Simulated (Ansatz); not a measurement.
# C2H9BOSi: the cost of one run

Method: RKS PBE-D4/6-31G*, in Ansatz 0.2.0.

### 1 The starting structure

Bond lengths: C1–Si2 1.825 Å, Si2–C3 1.851 Å, Si2–B4 1.959 Å, B4–O5 1.521 Å, C1–H6 1.075 Å, C1–H7 1.102 Å, C1–H8 1.168 Å, Si2–H9 1.515 Å, C3–H10 1.067 Å, C3–H11 1.124 Å, C3–H12 1.129 Å, B4–H13 1.078 Å, O5–H14 0.962 Å. Angles (14 of 22 angles, heavy atoms first): C1–Si2–C3 107.3°, C1–Si2–B4 113.4°, C3–Si2–B4 108.4°, Si2–B4–O5 116.4°, C1–Si2–H9 108.9°, C3–Si2–H9 110.4°, B4–Si2–H9 108.5°, Si2–C1–H6 113.6°, Si2–C1–H7 110.4°, Si2–C1–H8 106.9°, Si2–C3–H10 111.8°, Si2–C3–H11 109.0°, Si2–C3–H12 109.6°, Si2–B4–H13 125.6°.

Coordinates:

```xyz
14

C    -1.4309    0.0133    0.9118
Si    0.3282    0.2563    0.4928
C     1.0914   -1.4224    0.3270
B     0.5995    1.2281   -1.1868
O    -0.6558    1.6523   -1.9329
H    -1.5838   -0.4749    1.8569
H    -1.9523   -0.5105    0.0944
H    -1.9122    1.0751    0.9866
H     0.9968    1.0319    1.6096
H     0.6282   -1.9942   -0.4456
H     2.1910   -1.3054    0.1233
H     1.0351   -1.9630    1.3166
H     1.5543    1.4693   -1.6260
H    -0.9023    0.9149   -2.4988
```

### 2 Relaxing end A

Input file input.yaml:

```yaml
crystal:
  periodic: [false, false, false]
  atoms:
    - { symbol: C, position_ang: [-1.4309, 0.0133, 0.9118] }
    - { symbol: Si, position_ang: [0.3282, 0.2563, 0.4928] }
    - { symbol: C, position_ang: [1.0914, -1.4224, 0.327] }
    - { symbol: B, position_ang: [0.5995, 1.2281, -1.1868] }
    - { symbol: O, position_ang: [-0.6558, 1.6523, -1.9329] }
    - { symbol: H, position_ang: [-1.5838, -0.4749, 1.8569] }
    - { symbol: H, position_ang: [-1.9523, -0.5105, 0.0944] }
    - { symbol: H, position_ang: [-1.9122, 1.0751, 0.9866] }
    - { symbol: H, position_ang: [0.9968, 1.0319, 1.6096] }
    - { symbol: H, position_ang: [0.6282, -1.9942, -0.4456] }
    - { symbol: H, position_ang: [2.191, -1.3054, 0.1233] }
    - { symbol: H, position_ang: [1.0351, -1.963, 1.3166] }
    - { symbol: H, position_ang: [1.5543, 1.4693, -1.626] }
    - { symbol: H, position_ang: [-0.9023, 0.9149, -2.4988] }
basis:
  gaussian: { orbitals: "6-31G*" }
hamiltonian:
  xc: pbe
  dispersion: d4
relax:
  f_tol: 0.015
  max_steps: 40
output:
  orbitals: {}
```

Run with:

```bash
$ ansatz run input.yaml --threads 2 --pin off --max-ram 3072MiB --backend cpu --events-out ev --progress --plain --runs-dir out
```

What time and memory should one allow on 2 threads of Arm Neoverse V1, shared host?

About 45 s, with a peak of 0.15 GiB.
